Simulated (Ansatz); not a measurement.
# Ir (Iridium): the cost of one run

Method: DFT, PBE, PAW with Ansatz's default frozen-core files, scalar-relativistic, in Ansatz 0.2.0.

The COD entry's cell or inner coordinates are ideal or old and differ from later refinements, so a difference from it is no clean test against experiment.

**1. The structure to begin with**

It takes space group Fm-3m (No. 225, cubic). The conventional cell has a = 3.831 Å, b = 3.831 Å, c = 3.831 Å, α = 90.00°, β = 90.00°, γ = 90.00°. Around Ir (site symmetry m-3m) lie 12 Ir at 2.71 Å.

Structure file:

```
Ir
1.0
     0.00000    1.91560    1.91560
     1.91560    0.00000    1.91560
     1.91560    1.91560    0.00000
Ir
1
Cartesian
  0.0000 0.0000 0.0000
```

**2. Free moments from the typed start, PAW**

Input file input.yaml:

```yaml
crystal:
  lattice:
    - [0.0, 1.9156, 1.9156]
    - [1.9156, 0.0, 1.9156]
    - [1.9156, 1.9156, 0.0]
  atoms:
    - { symbol: Ir, position: [0.0, 0.0, 0.0], spin: 0.8 }
magnetization:
  spin_polarized: true
kpoints:
  mp_grid: { grid: [15, 15, 15] }
scf:
  occupations: { method: fermi_dirac, width: 0.03 }
  lower_state_search: "off"
hamiltonian:
  xc: pbe
  pseudopotentials: { kind: paw }
output:
  forces: true
  stress: true
  eigenvalues: true
  populations: true
  dos: { projected: true, de: 0.1, e_range: [-8, 5] }
  write_density: true
  write_potential: true
  elf: true
  volumetric_format: npy
```

Launch:

```console
> ansatz run input.yaml --threads 1 --pin off --max-ram 3072MiB --backend cpu --events-out ev --progress --plain --runs-dir out
```

What time and memory should one allow on 1 thread of Arm Neoverse V1, shared host?

About 6.1 s, with a peak of 0.27 GiB.
